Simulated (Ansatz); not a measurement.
# EuMg2P2: the cost of one run

Program: Ansatz 0.2.0. Level of theory: DFT PBEsol, scalar-relativistic, plane waves, PAW. These are calculated values, not measurements.

## Step 1: The starting structure

The cell holds 19 atoms (Eu4Mg8P7): a = 6.917 Å, b = 8.472 Å, c = 8.472 Å, α = 120.00°, β = 90.00°, γ = 90.00°.

The coordinates of this cell stand in the input of its own run.

The host was relaxed before at PBEsol: a = 4.236 Å, b = 4.236 Å, c = 6.917 Å, α = 90.00°, β = 90.00°, γ = 120.00° (conventional cell), 21.495 Å³/atom.

Places, in fractions of the supercell: a vacancy on P at (0.748, 0.667, 0.333). The start keeps the symmetry of the ideal site.

## Step 2: The perfect crystal in the supercell of 20 atoms

The input, input.yaml:

```yaml
crystal:
  lattice:
    - [0.0, 0.0, -6.9168955151]
    - [-8.4716004273, 0.0, 0.0]
    - [4.2358002137, 7.3366211808, 0.0]
  atoms:
    - { symbol: Eu, position: [1.0, 0.0, 0.5], spin: 7.38 }
    - { symbol: Eu, position: [1.0, 0.5, 0.5], spin: 7.38 }
    - { symbol: Eu, position: [1.0, 0.0, 0.0], spin: 7.38 }
    - { symbol: Eu, position: [1.0, 0.5, 0.0], spin: 7.38 }
    - { symbol: Mg, position: [0.3653261831, 0.6666666667, 0.3333333333] }
    - { symbol: Mg, position: [0.3653261831, 0.1666666667, 0.3333333333] }
    - { symbol: Mg, position: [0.3653261831, 0.6666666667, 0.8333333333] }
    - { symbol: Mg, position: [0.3653261831, 0.1666666667, 0.8333333333] }
    - { symbol: Mg, position: [0.6346738169, 0.3333333333, 0.1666666667] }
    - { symbol: Mg, position: [0.6346738169, 0.8333333333, 0.1666666667] }
    - { symbol: Mg, position: [0.6346738169, 0.3333333333, 0.6666666667] }
    - { symbol: Mg, position: [0.6346738169, 0.8333333333, 0.6666666667] }
    - { symbol: P, position: [0.7479948756, 0.6666666667, 0.3333333333] }
    - { symbol: P, position: [0.7479948756, 0.1666666667, 0.3333333333] }
    - { symbol: P, position: [0.7479948756, 0.6666666667, 0.8333333333] }
    - { symbol: P, position: [0.7479948756, 0.1666666667, 0.8333333333] }
    - { symbol: P, position: [0.2520051244, 0.3333333333, 0.1666666667] }
    - { symbol: P, position: [0.2520051244, 0.8333333333, 0.1666666667] }
    - { symbol: P, position: [0.2520051244, 0.3333333333, 0.6666666667] }
    - { symbol: P, position: [0.2520051244, 0.8333333333, 0.6666666667] }
basis:
  ecutwfc: 420
  xc_grid: 2
kpoints:
  mp_grid: { grid: [3, 3, 3], shift: [0.0, 0.0, 0.0] }
hamiltonian:
  xc: pbesol
scf:
  occupations: { method: gaussian, width: 0.05 }
  lower_state_search: "off"
output:
  forces: true
  stress: true
  eigenvalues: true
  populations: true
  hubbard: { sites: [{ species: Eu, l: f }] }
magnetization:
  spin_polarized: true
```

Run with:

```sh
> ansatz run input.yaml --threads 8 --pin off --max-ram 14336MiB --backend cpu --events-out ev --progress --plain --runs-dir out
```

**Question.** How long does this run take on 8 threads of AMD EPYC 7R43 (Zen 3), shared host, and how much memory does it need?

About 13 s, with a peak of 2.2 GiB.
